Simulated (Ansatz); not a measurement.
# Rb2: the cost of one run

Computed with Ansatz 0.2.0 (the levels named in each step, unless a step's input says otherwise).

**1. Starting point**

Bond lengths: Rb1–Rb2 4.162 Å.

Structure file:

```xyz
2

Rb    0.0000    0.0000    0.0000
Rb    0.0000    0.0000    4.1619
```

**2. A rough first relaxation, PBE-D4/def2-SVP**

This run stands in another session on the same molecule. It ended at:

```xyz
2

Rb    0.0000    0.0000   -0.6948
Rb    0.0000    0.0000    4.8566
```

**3. Relaxation, PBE0-D4/def2-TZVPP**

File input.yaml:

```yaml
crystal:
  periodic: [false, false, false]
  atoms:
    - { symbol: Rb, position_ang: [0.0, 0.0, -0.69478951] }
    - { symbol: Rb, position_ang: [0.0, 0.0, 4.85664951] }
magnetization:
  spin_polarized: true
  initial_magnetization: 2
basis:
  gaussian: { orbitals: def2-TZVPP }
hamiltonian:
  xc: pbe0
  dispersion: d4
relax:
  f_tol: 0.002
  max_steps: 150
```

On the command line:

```sh
ansatz run input.yaml --threads 2 --pin off --max-ram 5120MiB --backend cpu --events-out ev --progress --plain --runs-dir out
```

What time and memory should one allow on 2 threads of Arm Neoverse V1, shared host?

About 9.8 s, with a peak of 0.2 GiB.
